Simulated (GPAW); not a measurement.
Runs of GPAW 26.7.0 on NiMoIrPdW. Symmetry: P3m1, No. 156, trigonal system. Conventional cell: a = 4.147 Å, b = 4.147 Å, c = 5.416 Å, α = 90.00°, β = 90.00°, γ = 120.00°. Ni (site symmetry 3m) has 3 W at 2.40 Å and 3 Ir at 2.71 Å as nearest neighbours. Mo (site symmetry 3m) has 1 W at 2.49 Å and 3 Ir at 2.64 Å and 3 Pd at 2.85 Å as nearest neighbours. Pd (site symmetry 3m) is surrounded by 2 Ir at 2.65 to 2.76 Å and 3 W at 2.76 Å and 3 Ni at 2.82 Å and 3 Mo at 2.85 Å. Ir (site symmetry 3m) is surrounded by 3 Mo at 2.64 Å and 2 Pd at 2.65 to 2.76 Å and 3 Ni at 2.71 Å and 3 W at 2.77 Å. Around W (site symmetry 3m) lie 3 Ni at 2.40 Å and 1 Mo at 2.49 Å. The cell was built by a generator and needn't be a form met in nature.

| task | level | potentials or basis | spin | band path | band points | gap on the mesh (eV) | pressure (GPa) | moment (μB) | largest force (eV/Å) |
| --- | --- | --- | --- | --- | --- | --- | --- | --- | --- |
| band structure | PBEsol | PAW data sets generated in the run's folder for this functional, pw | collinear, ferromagnetic start | GMKGALHA,LM,KH | 80 | - | -7.6 | 0.00 | (a) |
| band structure | PBE | GPAW PAW data sets (gpaw-data 1.2.1), pw | collinear, ferromagnetic start | GMKGALHA,LM,KH | 80 | - | 0.3 | 0.00 | 0.11 |
| single point | PBE | GPAW PAW data sets (gpaw-data 1.2.1), pw | collinear, ferromagnetic start | - | - | none | 0.3 | 0.00 | 0.11 |
| band structure | LDA | the program's PAW data sets (release 1.2.1) made for this functional, pw | collinear, ferromagnetic start | GMKGALHA,LM,KH | 80 | - | (c) | 0.00 | 0.48 |
| single point | PBE | GPAW PAW data sets (gpaw-data 1.2.1), pw | off | - | - | none | 0.3 | - | 0.11 |
| single point | PBE | GPAW PAW data sets (gpaw-data 1.2.1), pw | collinear, antiferromagnetic start | - | - | none | 0.3 | 0.00 | 0.11 |
| band structure | PW91 | PAW data sets generated in the run's folder for this functional, pw | collinear, ferromagnetic start | GMKGALHA,LM,KH | 80 | - | 0.2 | 0.00 | 0.17 |
| band structure | AM05 | PAW data sets generated in the run's folder for this functional, pw | collinear, ferromagnetic start | GMKGALHA,LM,KH | 80 | - | (b) | 0.00 | 0.26 |

Alike in all rows: cell as given; k mesh 5 × 5 × 4; cutoff (eV) 600; smearing fermi-dirac 0.05 eV.

Problem. Fill in the values left out.

Solution. (a) 0.23; (b) -8.6; (c) -13.1.

Caveats: the stock nickel data set gives pressures a few GPa off other programs; spin-orbit coupling is left out, which moves the levels of the heavy elements (some runs).

A k mesh can miss the band edges, and the runs leave out spin-orbit coupling on Ir, Mo, Pd, W.

A gap of «none» marks a metal or a gap under the smearing width.
